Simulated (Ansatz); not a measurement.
# Sc: stress in a strained cell

Aim: deform Sc (equal xx and yy strain of -1 %) and compute stress, forces and field gradients with LAPW, PAW and all-electron datasets made for the crystal.

Computed with Ansatz 0.2.0 (DFT PBEsol, scalar-relativistic, unless a step's input says otherwise).

### 1 Starting point

The structure is cubic, space group Fm-3m (No. 225). Conventional cell: a = 4.541 Å, b = 4.541 Å, c = 4.541 Å, α = 90.00°, β = 90.00°, γ = 90.00°. Sc (site symmetry m-3m) is surrounded by 12 Sc at 3.21 Å.

Structure file:

```cif
data_structure
_symmetry_space_group_name_H-M 'P 1'
_symmetry_Int_Tables_number 1
_cell_length_a 3.2110
_cell_length_b 3.2110
_cell_length_c 3.2110
_cell_angle_alpha 60.000
_cell_angle_beta 60.000
_cell_angle_gamma 60.000
_cell_volume 23.41
loop_
_atom_site_label
_atom_site_type_symbol
_atom_site_fract_x
_atom_site_fract_y
_atom_site_fract_z
_atom_site_occupancy
Sc1 Sc 0.00000 0.00000 0.00000 1
```

### 2 The deformed structure

Space group Fm-3m before, I4/mmm after.

### 3 LAPW, all electrons

input.yaml

```yaml
crystal:
  lattice:
    - [0.0, 2.247795, 2.2705]
    - [2.247795, 0.0, 2.2705]
    - [2.247795, 2.247795, 0.0]
  atoms:
    - { symbol: Sc, position: [0.0, 0.0, 0.0] }
kpoints:
  mp_grid: { grid: [12, 12, 12] }
  band_path:
    path:
      - [0.0, 0.0, 0.0]
      - [0.0, 0.5, 0.5]
      - [0.25, 0.75, 0.5]
      - [0.0, 0.5, 0.0]
      - [0.0, 0.0, 0.0]
      - [0.5, 0.5, 0.0]
      - [0.3725125, 0.6274875, 0.0]
      - [-0.3725125, 0.3725125, 0.0]
      - [0.0, 0.0, 0.0]
    npoints: 5
scf:
  occupations: { method: fermi_dirac, width: 0.03 }
hamiltonian:
  xc: pbesol
  pseudopotentials: { kind: all_electron, lapw: { basis_error: 0.00025 } }
output:
  forces: true
  stress: true
  eigenvalues: true
```

On the command line:

```bash
ansatz run input.yaml --threads 1 --pin off --max-ram 3072MiB --backend cpu --events-out ev --progress --plain --runs-dir out
```

### 4 PAW on the default files

input.yaml

```yaml
crystal:
  lattice:
    - [0.0, 2.247795, 2.2705]
    - [2.247795, 0.0, 2.2705]
    - [2.247795, 2.247795, 0.0]
  atoms:
    - { symbol: Sc, position: [0.0, 0.0, 0.0] }
kpoints:
  mp_grid: { grid: [12, 12, 12] }
scf:
  occupations: { method: fermi_dirac, width: 0.03 }
hamiltonian:
  xc: pbesol
  pseudopotentials: { kind: paw }
output:
  forces: true
  stress: true
  eigenvalues: true
  efg: { contact_densities: true }
```

### 5 Datasets made for this crystal

input.yaml: that of step 4 with these lines changed.

```diff
@@ -13,3 +13,3 @@
   xc: pbesol
-  pseudopotentials: { kind: paw }
+  pseudopotentials: { kind: all_electron, datasets: crystal }
 output:
```

(Steps that only read results are left out.)

What does the calculation give? Wanted: pressure; largest shear or deviatoric stress.

As calculated:

```
                                 quantity                                           value
                                 pressure  LAPW 1.62, PAW 1.62, crystal datasets 1.62 GPa
largest shear or deviatoric stress (LAPW)                                        0.23 GPa
```

The largest part of the stress beyond the pressure is 0.23 GPa in size, in the zz component. No run of the undeformed cell stands beside it, so the pressure holds what the given cell had before the change. PAW: stress within 0.01 GPa of LAPW. Crystal datasets: stress within 0.01 GPa of LAPW.
